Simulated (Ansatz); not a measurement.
KZr2:

```
K Zr
1.0
     0.00000    3.57912    3.57912
     3.57912    0.00000    3.57912
     3.57912    3.57912    0.00000
K Zr
1 2
Direct
  0.00000 0.00000 0.00000
  0.25000 0.25000 0.25000
  0.75000 0.75000 0.75000
```

The cell was built by a generator and needn't be a form met in nature.

Program: Ansatz 0.2.0. Alike in all runs: task band structure; potentials or basis Ansatz PAW; no spin polarisation; cell as given; cutoff (eV) 420; smearing fermi-dirac 0.05 eV.

Q: Order these runs on this cell by their pressure, lowest first.
A. level PBEsol; k mesh 7 × 7 × 7
B. level LDA; k mesh 7 × 7 × 7
C. level BLYP; k mesh 7 × 7 × 7
D. level PBE; k mesh 5 × 5 × 5

A: B (-3.7 GPa), A (-2.1 GPa), D (-0.1 GPa), C (1.8 GPa).

Caveats: the PAW data sets come from PBE, with cores solved anew for the run's functional, which leaves a small shift of forces and pressure (some runs).
